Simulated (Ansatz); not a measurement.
**NiAu3 under changes of volume**

One of the cells (16.340 Å³/atom); the others are scaled copies at fixed shape and fractional positions:

```
Au Ni
1.0
     4.02817    0.00000    0.00000
     0.00000    4.02817    0.00000
     0.00000    0.00000    4.02817
Au Ni
3 1
Direct
  0.50000 0.50000 0.00000
  0.00000 0.50000 0.50000
  0.50000 0.00000 0.50000
  0.00000 0.00000 0.00000
```

The cell comes from a database or a generator and needn't be the stable form of this composition.

* Program: Ansatz 0.2.0
* Functional: PBEsol
* Potentials or basis: all-electron LAPW, scalar-relativistic
* Cutoff: 255 eV (chosen from the basis error)
* Basis error allowed: 0.001 eV/atom
* k mesh: 7 × 7 × 7
* Occupations: fermi-dirac, width 0.05 eV
* Spin: collinear spin, ferromagnetic start
* Starting moments: [0.0, 0.0, 0.0, 1.0] μB

```csv
volume (Å³/atom),energy over the lowest point (meV/atom),pressure (GPa)
15.360,0.00,0.5
15.687,2.80,-3.2
16.014,?,?
16.340,28.81,-9.2
16.667,50.26,-11.6
16.994,76.32,-13.7
17.321,106.33,-15.5
```

Question: What does the run at 16.014 Å³/atom give?

Answer: Energy over the lowest point 12.72 meV/atom; pressure -6.4 GPa.

Worked out: A Birch-Murnaghan fit of order 3 (a polynomial in V^(-2/3)) to the other rows has its minimum at 15.41 Å³/atom with B0 = V·E''(V) = 186 GPa and B' = 5.7. It gives 12.74 meV/atom at 16.014 Å³/atom, against the run's 12.72, and -dE/dV = -6.5 GPa, against -6.4.

Energies are extrapolated to zero smearing.

Caveats: the starting moments weren't kept.
